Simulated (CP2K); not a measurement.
# GFN2-xTB run of C2F5 (SMILES F[C](F)C(F)(F)F), part 2 of 2

CP2K 2026.2.

## (3) The singlet cation

Input file run.inp:

```
&GLOBAL
  PROJECT run
  RUN_TYPE ENERGY
  PRINT_LEVEL MEDIUM
&END GLOBAL
&FORCE_EVAL
  METHOD QS
  &DFT
    CHARGE 1
    # Quickstep
    &QS
      METHOD XTB
      EPS_DEFAULT 1.0E-10
      &XTB
        GFN_TYPE TBLITE
        &TBLITE
          METHOD GFN2
        &END TBLITE
        CHECK_ATOMIC_CHARGES F
      &END XTB
    &END QS
    # cluster boundary conditions
    &POISSON
      PERIODIC NONE
      POISSON_SOLVER ANALYTIC
    &END POISSON
    # SCF settings
    &SCF
      SCF_GUESS ATOMIC
      EPS_SCF 1.0E-06
      MAX_SCF 150
      ADDED_MOS 8
      &DIAGONALIZATION
        ALGORITHM STANDARD
      &END DIAGONALIZATION
      &MIXING
        METHOD DIRECT_P_MIXING
        ALPHA 0.4
      &END MIXING
      &SMEAR ON
        METHOD FERMI_DIRAC
        ELECTRONIC_TEMPERATURE [K] 300
      &END SMEAR
    &END SCF
    &PRINT
      &MOMENTS
        PERIODIC F
        REFERENCE COM
        MAX_MOMENT 1
      &END MOMENTS
      &MO ON
        ENERGIES T
        OCCUPATION_NUMBERS T
        NDIGITS 6
        &EACH
          QS_SCF 0
        &END EACH
        ADD_LAST NUMERIC
      &END MO
      &HIRSHFELD OFF
      &END HIRSHFELD
    &END PRINT
  &END DFT
  # atoms, cell and kinds
  &SUBSYS
    &CELL
      ABC 11 11 10.5
      PERIODIC NONE
    &END CELL
    &COORD
      F      1.561030    -0.846020     0.512950
      C      0.322010    -0.468420     0.723150
      F     -0.464130    -1.481230     1.002660
      C     -0.228340     0.480800    -0.320510
      F      0.577960     1.527090    -0.444820
      F     -1.434800     0.896110     0.043240
      F     -0.333720    -0.108340    -1.516660
    &END COORD
    &TOPOLOGY
      &CENTER_COORDINATES
      &END CENTER_COORDINATES
    &END TOPOLOGY
  &END SUBSYS
&END FORCE_EVAL
```

The run is started by

```console
$ OMP_NUM_THREADS=1 cp2k.psmp run.inp > run.out
```

Output:

```text
CP2K| version string:                                       CP2K version 2026.2
 CP2K| Input file name                                                   run.inp

 GLOBAL| Basis set file name                                           BASIS_SET
 GLOBAL| Potential file name                                           POTENTIAL
 GLOBAL| Coordinate file name                                      __STD_INPUT__
 GLOBAL| Method name                                                        CP2K
 GLOBAL| Project name                                                        run
 GLOBAL| Run type                                                         ENERGY
 GLOBAL| FFT library                                                       FFTW3
 GLOBAL| Diagonalization library                                       ScaLAPACK
 GLOBAL| Global print level                                               MEDIUM
 GLOBAL| Total number of message passing processes                             1
 GLOBAL| Number of threads for this process                                    1
 GLOBAL| CPU model name                     Intel(R) Xeon(R) Processor @ 2.50GHz

 CELL| Volume [angstrom^3]:                                          1270.500000
 CELL| Vector a [angstrom]:      11.000     0.000     0.000   |a| =    11.000000
 CELL| Vector b [angstrom]:       0.000    11.000     0.000   |b| =    11.000000
 CELL| Vector c [angstrom]:       0.000     0.000    10.500   |c| =    10.500000
 CELL| Angle (b,c), alpha [degree]:                                    90.000000
 CELL| Angle (a,c), beta  [degree]:                                    90.000000
 CELL| Angle (a,b), gamma [degree]:                                    90.000000
 CELL| Numerically orthorhombic:                                             YES
 CELL| Periodicity                                                          NONE

 GENERATE|  Preliminary Number of Bonds generated:                             0
 GENERATE|  Achieved consistency in connectivity generation.

                  #####   #####        #     #   #     #       #
                 #     # #     #      #    ##### #     #   # #####  ####
                 #     # #           #       #   ###   #       #   #    #
                 #     #  #####     #        #   #  #  #   #   #   ######
                 #   # #       #   #         #   #   # #   #   #   #
                 #    #  #     #  #          #   #  #  # # #   #    #   #
                  #### #  #####  #           #   ###   ##  #   #     ###

                                   GFN2-xTB
                                 Version 0.0
                            Johann V. Pototschnig

 xTB| Parameter file                                             xTB1_parameters
 xTB| Basis expansion STO-NG                                                   6
 xTB| Basis expansion STO-NG for Hydrogen                                      4
 xTB| Repulsive pair potential accuracy                               0.1000E-09
 xTB| Repulsive enhancement factor                                      0.000000
 xTB| Halogen interaction potential                                            T
 xTB| Halogen interaction potential cutoff radius                         20.000
 xTB| Nonbonded interactions                                                   F
 xTB| vdW potential type:                                              DFTD3(BJ)
 xTB| D3 Dispersion: Parameter                                         dftd3.dat
 xTB| Huckel constants ks kp kd                        1.850     2.250     2.000
 xTB| Huckel constants ksp k2sh                                  2.080     2.850
 xTB| Mataga-Nishimoto exponent                                            2.000
 xTB| Repulsion potential exponent                                         1.500
 xTB| Coordination number scaling kcn(s) kcn(p) kc     0.006    -0.003    -0.005
 xTB| Electronegativity scaling                                           -0.007
 xTB| Halogen potential scaling kxr kx2                          1.300     0.440
 xTB| SCC mixer:                                                       AUTO
 xTB| tblite accuracy:                                                 1.000E+00
 xTB| tblite SCC mixer damping:                                            0.400
 xTB| tblite SCC mixer iterations:                                           250
 xTB| tblite SCC mixer memory:                                               250
 xTB| tblite SCC mixer solver:                                         GVD
 xTB| tblite SCC mixer omega0:                                         1.000E-02
 xTB| tblite SCC mixer min weight:                                     1.000E+00
 xTB| tblite SCC mixer max weight:                                     1.000E+05
 xTB| tblite SCC mixer weight factor:                                  1.000E-02

 ATOMIC KIND INFORMATION

  1. Atomic kind: F                                     Number of atoms:       5

     Orbital Basis Set                                                 F _STO-4G

       Number of orbital shell sets:                                           2
       Number of orbital shells:                                               2
       Number of primitive Cartesian functions:                                8
       Number of Cartesian basis functions:                                    4
       Number of spherical basis functions:                                    4
       Norm type:                                                              3

     AE Potential information for                                       Fluorine
       Gaussian exponent of the core charge distribution:               3.858025
       Electronic configuration (s p d ...):                       2   5   0   0

  2. Atomic kind: C                                     Number of atoms:       2

     Orbital Basis Set                                                 C _STO-4G

       Number of orbital shell sets:                                           2
       Number of orbital shells:                                               2
       Number of primitive Cartesian functions:                                8
       Number of Cartesian basis functions:                                    4
       Number of spherical basis functions:                                    4
       Norm type:                                                              3

     AE Potential information for                                         Carbon
       Gaussian exponent of the core charge distribution:               3.373250
       Electronic configuration (s p d ...):                       2   2   0   0

 MOLECULE KIND INFORMATION

 All atoms are their own molecule, skipping detailed information

 TOTAL NUMBERS AND MAXIMUM NUMBERS

  Total number of            - Atomic kinds:                                   2
                             - Atoms:                                          7
                             - Shell sets:                                    14
                             - Shells:                                        14
                             - Primitive Cartesian functions:                 56
                             - Cartesian basis functions:                     28
                             - Spherical basis functions:                     28

  Maximum angular momentum of the orbital basis functions:                     1

 MODULE QUICKSTEP: ATOMIC COORDINATES IN ANGSTROM

   Atom Kind Element         X             Y             Z       Z(eff)     Mass
      1    1 F     9      6.997915      4.631050      6.019950   7.0000  18.9984
      2    2 C     6      5.758895      5.008650      6.230150   4.0000  12.0107
      3    1 F     9      4.972755      3.995840      6.509660   7.0000  18.9984
      4    2 C     6      5.208545      5.957870      5.186490   4.0000  12.0107
      5    1 F     9      6.014845      7.004160      5.062180   7.0000  18.9984
      6    1 F     9      4.002085      6.373180      5.550240   7.0000  18.9984
      7    1 F     9      5.103165      5.368730      3.990340   7.0000  18.9984

 SCF PARAMETERS         Density guess:                                    ATOMIC
                        --------------------------------------------------------
                        max_scf:                                             150
                        max_scf_history:                                       0
                        max_diis:                                              4
                        --------------------------------------------------------
                        eps_scf:                                        1.00E-06
                        eps_scf_history:                                0.00E+00
                        eps_diis:                                       1.00E-01
                        eps_eigval:                                     1.00E-05
                        --------------------------------------------------------
                        level_shift [a.u.]:                             0.000000
                        added MOs                                         7    0
                        --------------------------------------------------------
                        Mixing method:                           DIRECT_P_MIXING
                        --------------------------------------------------------
                        Smear method:                                FERMI_DIRAC
                        Electronic temperature [K]:                        300.0
                        Electronic temperature [a.u.]:                  9.50E-04
                        Accuracy threshold:                             1.00E-10
                        --------------------------------------------------------
                        No outer SCF

 PW_GRID| Information for grid number                                          1
 PW_GRID| Cutoff [a.u.]                                                      1.0
 PW_GRID| spherical cutoff:                                                   NO
 PW_GRID|   Bounds   1             -4       4                Points:           9
 PW_GRID|   Bounds   2             -4       4                Points:           9
 PW_GRID|   Bounds   3             -4       4                Points:           9
 PW_GRID| Volume element (a.u.^3)   11.76         Volume (a.u.^3)      8573.7591
 PW_GRID| Grid span                                                    FULLSPACE

 POISSON| Solver                                                        ANALYTIC
 POISSON| Periodicity                                                       NONE

 Extrapolation method: initial_guess

 Number of electrons:                                                         42
 Number of occupied orbitals:                                                 21
 Number of molecular orbitals:                                                28

 Number of orbital functions:                                                 28
 Number of independent orbital functions:                                     28

 SCF WAVEFUNCTION OPTIMIZATION

  Step     Update method      Time    Convergence         Total energy    Change
  ------------------------------------------------------------------------------
     1 TBLite/Diag 0.40E+00    0.0     1.64536844       -23.5466415682 -2.35E+01
     2 TBLite/Diag 0.40E+00    0.0     1.61912173       -26.7520399746 -3.21E+00
     3 TBLite/Diag 0.40E+00    0.0     0.39947057       -27.2050931640 -4.53E-01
     4 TBLite/Diag 0.40E+00    0.0     0.03842812       -27.2197206108 -1.46E-02
     5 TBLite/Diag 0.40E+00    0.0     0.11153024       -27.2492835239 -2.96E-02
     6 TBLite/Diag 0.40E+00    0.0     0.02539782       -27.2495065243 -2.23E-04
     7 TBLite/Diag 0.40E+00    0.0     0.17084881       -27.2367636578  1.27E-02
     8 TBLite/Diag 0.40E+00    0.0     0.00235688       -27.2369912889 -2.28E-04
     9 TBLite/Diag 0.40E+00    0.0     0.10136302       -27.2556051216 -1.86E-02
    10 TBLite/Diag 0.40E+00    0.0     0.01891723       -27.2555502736  5.48E-05
    11 TBLite/Diag 0.40E+00    0.0     0.00084922       -27.2555579486 -7.67E-06
    12 TBLite/Diag 0.40E+00    0.0     0.01008950       -27.2557257371 -1.68E-04
    13 TBLite/Diag 0.40E+00    0.0     0.00201471       -27.2557214467  4.29E-06
    14 TBLite/Diag 0.40E+00    0.0     0.00212105       -27.2557261434 -4.70E-06
    15 TBLite/Diag 0.40E+00    0.0     0.00010448       -27.2557262238 -8.04E-08
    16 TBLite/Diag 0.40E+00    0.0     0.00015784       -27.2557262662 -4.24E-08
    17 TBLite/Diag 0.40E+00    0.0     0.00000336       -27.2557262663 -3.60E-11
    18 TBLite/Diag 0.40E+00    0.0     0.00000264       -27.2557262663 -1.79E-11
    19 TBLite/Diag 0.40E+00    0.0     0.00000032       -27.2557262663 -2.77E-13

  *** SCF run converged in    19 steps ***

  Core Hamiltonian energy:                                    -27.54279930032699
  Repulsive potential energy:                                   0.07669808584719
  Electrostatic energy:                                         0.21322432512094
  Self-consistent dispersion energy:                           -0.00284993880604
  Non-self consistent dispersion energy:                        0.00000056188301
  Correction for halogen bonding:                               0.00000000000000
  Electronic entropic energy:                                  -0.00000000000278
  Fermi energy:                                                -0.77601286923385

  Total energy:                                               -27.25572626628467
  Total energy (extrapolated to T->0):                        -27.25572626628328

 MULLIKEN POPULATION ANALYSIS

  # Atom   Element   Kind        Atomic population                    Net charge
       1     F          1                 6.873859                      0.126141
       3     F          1                 6.873866                      0.126134
       5     F          1                 7.073021                     -0.073021
       6     F          1                 7.073095                     -0.073095
       7     F          1                 7.021895                     -0.021895
       2     C          2                 3.590927                      0.409073
       4     C          2                 3.493337                      0.506663
 # Total charge                          42.000000                      1.000000

 TB_DIPOLE| Dipole type                                             non-periodic
 TB_DIPOLE| Ref. Point [Bohr]      10.26383375      10.34878570      10.36205088
 TB_DIPOLE| Moment [a.u.]           0.43440788      -0.78513367       0.77624311
 TB_DIPOLE| Moment [Debye]          1.10415459      -1.99561053       1.97301300
 TB_DIPOLE| Derivative [a.u.]       0.00000000       0.00000000       0.00000000

 MO| EIGENVALUES AND OCCUPATION NUMBERS
 MO|
 MO|  Index      Eigenvalue [a.u.]        Eigenvalue [eV]             Occupation
 MO|      1              -1.238512             -33.701620               2.000000
 MO|      2              -1.228999             -33.442773               2.000000
 MO|      3              -1.175608             -31.989923               2.000000
 MO|      4              -1.156607             -31.472888               2.000000
 MO|      5              -1.149755             -31.286417               2.000000
 MO|      6              -1.053637             -28.670918               2.000000
 MO|      7              -0.993113             -27.023990               2.000000
 MO|      8              -0.969582             -26.383656               2.000000
 MO|      9              -0.966053             -26.287645               2.000000
 MO|     10              -0.937535             -25.511613               2.000000
 MO|     11              -0.908353             -24.717529               2.000000
 MO|     12              -0.904231             -24.605366               2.000000
 MO|     13              -0.897836             -24.431348               2.000000
 MO|     14              -0.895249             -24.360954               2.000000
 MO|     15              -0.892351             -24.282102               2.000000
 MO|     16              -0.832096             -22.642478               2.000000
 MO|     17              -0.829733             -22.578190               2.000000
 MO|     18              -0.810539             -22.055891               2.000000
 MO|     19              -0.810179             -22.046096               2.000000
 MO|     20              -0.804051             -21.879353               2.000000
 MO|     21              -0.799073             -21.743884               2.000000
 MO|     22              -0.752958             -20.489022               0.000000
 MO|     23              -0.302988              -8.244720               0.000000
 MO|     24              -0.301479              -8.203648               0.000000
 MO|     25              -0.247843              -6.744161               0.000000
 MO|     26              -0.178031              -4.844467               0.000000
 MO|     27              -0.152981              -4.162837               0.000000
 MO|     28              -0.099888              -2.718080               0.000000
 MO| Sum:                                                              42.000000
 MO| E(Fermi):           -0.776013 a.u.        -21.116384 eV

 ENERGY| Total FORCE_EVAL ( QS ) energy [hartree]            -27.255726266284672

 MEMORY| Estimated peak process memory [MiB]                                 188

 -------------------------------------------------------------------------------
 ----                             MULTIGRID INFO                            ----
 -------------------------------------------------------------------------------
 total grid count     :           272              cutoff [a.u.]            1.00

 -------------------------------------------------------------------------------
 -                                                                             -
 -                                T I M I N G                                  -
 -                                                                             -
 -------------------------------------------------------------------------------
 SUBROUTINE                       CALLS  ASD         SELF TIME        TOTAL TIME
                                MAXIMUM       AVERAGE  MAXIMUM  AVERAGE  MAXIMUM
 CP2K                                 1  1.0    0.007    0.007    0.130    0.130
 qs_energies                          1  2.0    0.000    0.000    0.113    0.113
 scf_env_do_scf                       1  3.0    0.000    0.000    0.104    0.104
 scf_env_do_scf_inner_loop           19  4.0    0.009    0.009    0.104    0.104
 qs_scf_new_mos                      19  5.0    0.001    0.001    0.078    0.078
 calculate_dm_sparse                 20  6.0    0.000    0.000    0.038    0.038
 cp_dbcsr_plus_fm_fm_t               20  7.0    0.001    0.001    0.038    0.038
 dbcsr_multiply_generic              20  8.0    0.002    0.002    0.027    0.027
 copy_dbcsr_to_fm                    39  6.4    0.001    0.001    0.020    0.020
 dbcsr_complete_redistribute         79  8.2    0.006    0.006    0.018    0.018
 make_m2s                            40  9.0    0.001    0.001    0.015    0.015
 eigensolver                         20  6.0    0.001    0.001    0.015    0.015
 qs_diis_b_step                      18  6.0    0.001    0.001    0.014    0.014
 qs_ks_update_qs_env                 19  5.0    0.000    0.000    0.012    0.012
 cp_fm_syevd                         20  7.0    0.000    0.000    0.012    0.012
 -------------------------------------------------------------------------------

 -------------------------------------------------------------------------------
```

Wall time 1.5 s (1 thread of Intel Xeon at 2.50GHz (Skylake/Cascade Lake), shared host); peak memory 0.19 GiB.

## (4) Summary of results

This closing draws on all 2 parts.

Level: GFN2-xTB.

| quantity | value |
| --- | --- |
| doublet C2F5: total energy | -27.85572 Eh |
| doublet C2F5: dipole moment (from atomic charges alone) | 0.87 D |
| doublet C2F5: HOMO energy (highest over α and β) | -12.05 eV |
| doublet C2F5: LUMO energy (lowest over α and β) | -11.39 eV |
| doublet C2F5: dispersion energy | -8.46 kJ/mol |
| singlet cation: total energy | -27.25573 Eh |
| singlet cation: HOMO energy | -21.74 eV |
| singlet cation: LUMO energy | -20.49 eV |
| singlet cation: HOMO–LUMO gap | 1.25 eV |
| singlet cation: dispersion energy | -7.48 kJ/mol |
| vertical ionisation energy (to the singlet cation) | 16.327 eV |

The vertical ionisation energy comes to 16.33 eV (1575 kJ/mol). Only the singlet of the ionised species was computed; a triplet could lie lower. xTB total energies overstate such differences by several eV unless an empirical shift is taken off; none is applied here. The dipole (doublet C2F5) comes from point charges on the atoms alone, without atomic dipoles, so it is partial.
